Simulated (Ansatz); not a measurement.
**GeHI₃: basis-set convergence**

One table from this session's results is given with a row withheld; the runs are named, their logs left out.

Program: Ansatz 0.2.0, Gaussian basis. Level of theory: one geometry, several basis sets. These are calculated values, not measurements.

The runs, in order: PBE0-D4/def2-SVP; ωB97M-V/def2-SVP; PBE0-D4/def2-QZVPP; ωB97M-V/def2-QZVPP; the functionals' def2-TZVPP values are taken from earlier runs.

## The relaxed structure

All runs share one geometry, relaxed beforehand with PBE0-D4 in a triple-zeta def2 set. I takes the def2 core potential; no spin-orbit term is included.

SMILES `[I][GeH]([I])[I]`, 5 atoms, charge 0, spin multiplicity 1.

Atoms are counted from 1 here; the program's logs count them from 0.

Bond lengths: I1–Ge2 2.501 Å, Ge2–I3 2.501 Å, Ge2–I4 2.501 Å, Ge2–H5 1.533 Å. Angles: I1–Ge2–I3 109.9°, I1–Ge2–I4 109.9°, I1–Ge2–H5 109.0°, I3–Ge2–I4 109.9°, I3–Ge2–H5 109.0°, I4–Ge2–H5 109.0°.

Set-up of the first run:

in.yaml reads:

```yaml
crystal:
  periodic: [false, false, false]
  atoms:
    - {symbol: I, position_ang: [-1.591221, -0.488398, 1.780953]}
    - {symbol: Ge, position_ang: [0.071852, 0.152839, 0.027155]}
    - {symbol: I, position_ang: [1.993606, -1.446945, 0.049015]}
    - {symbol: I, position_ang: [-1.017323, 0.145923, -2.223747]}
    - {symbol: H, position_ang: [0.592885, 1.562982, 0.325224]}
basis:
  gaussian: {orbitals: def2-SVP}
hamiltonian: {xc: pbe0, dispersion: d4}
output: {orbitals: {seedname: orbitals}}
```

Command:

```bash
$ ansatz run in.yaml --threads 4 --pin off --events-out ev --progress --plain --max-ram 11315MiB
```

Steps of the session up to this table: PBE0-D4 in def2-SVP; ωB97M-V in def2-SVP; PBE0-D4 in def2-QZVPP; ωB97M-V in def2-QZVPP.

One table of the session follows, with a row left open; its other results are not shown here.

It belongs to the step «Functionals by basis». 

```
functional       basis  HOMO (eV)  LUMO (eV)
   PBE0-D4    def2-SVP      -7.64      -2.64
   PBE0-D4  def2-TZVPP      -7.69      -2.68
   PBE0-D4  def2-QZVPP      -7.70      -2.69
   ωB97M-V    def2-SVP          ?          ?
   ωB97M-V  def2-TZVPP      -9.78      -0.89
   ωB97M-V  def2-QZVPP      -9.79      -0.93
```

Q: Estimate the row for ωB97M-V, def2-SVP from the others.

**Answer.** HOMO (eV): -9.71; LUMO (eV): -0.77. In the column «HOMO (eV)» it lies between ωB97M-V, def2-TZVPP (-9.78) and PBE0-D4, def2-QZVPP (-7.70).
